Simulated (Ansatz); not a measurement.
# C3H5Li: the cost of one run

Program: Ansatz 0.2.0. Level of theory: RKS B3LYP-D4/def2-SVP. These are calculated values, not measurements.

## Step 1: The starting structure

Bond lengths: Li1–C2 1.887 Å, C2–C3 1.327 Å, C3–C4 1.503 Å, C2–H5 1.094 Å, C3–H6 1.096 Å, C4–H7 1.101 Å, C4–H8 1.091 Å, C4–H9 1.091 Å. Angles: Li1–C2–C3 107.4°, Li1–C2–H5 140.1°, C3–C2–H5 112.5°, C2–C3–C4 124.7°, C2–C3–H6 123.1°, C4–C3–H6 112.2°, C3–C4–H7 110.3°, C3–C4–H8 110.9°, C3–C4–H9 110.8°, H7–C4–H8 108.6°, H7–C4–H9 108.6°, H8–C4–H9 107.5°.

Structure file:

```xyz
9

Li   -0.9835    0.3821   -1.9208
C     0.5428    0.9353   -0.9589
C     0.5434    0.2801    0.1955
C    -0.5041   -0.7124    0.6163
H     1.3998    1.6081   -1.0599
H     1.3220    0.4088    0.9565
H    -1.2684   -0.8174   -0.1691
H    -0.0595   -1.6911    0.8026
H    -0.9924   -0.3935    1.5379
```

## Step 2: Relaxing end A

Input file input.yaml:

```yaml
crystal:
  periodic: [false, false, false]
  atoms:
    - { symbol: Li, position_ang: [-0.98348, 0.38208, -1.92083] }
    - { symbol: C, position_ang: [0.54276, 0.93525, -0.95889] }
    - { symbol: C, position_ang: [0.54336, 0.28006, 0.19547] }
    - { symbol: C, position_ang: [-0.50406, -0.71243, 0.61627] }
    - { symbol: H, position_ang: [1.3998, 1.6081, -1.05986] }
    - { symbol: H, position_ang: [1.32199, 0.40883, 0.95645] }
    - { symbol: H, position_ang: [-1.26844, -0.81737, -0.16907] }
    - { symbol: H, position_ang: [-0.05953, -1.69107, 0.80258] }
    - { symbol: H, position_ang: [-0.99239, -0.39346, 1.53788] }
basis:
  gaussian: { orbitals: def2-SVP }
hamiltonian:
  xc: b3lyp
  dispersion: d4
relax:
  f_tol: 0.015
  max_steps: 40
```

Command:

```bash
$ ansatz run input.yaml --threads 1 --pin off --max-ram 2048MiB --backend cpu --events-out ev --progress --plain --runs-dir out
```

**Question.** How long does this run take on 1 thread of Arm Neoverse V1, shared host, and how much memory does it need?

About 32 s, with a peak of 0.14 GiB.
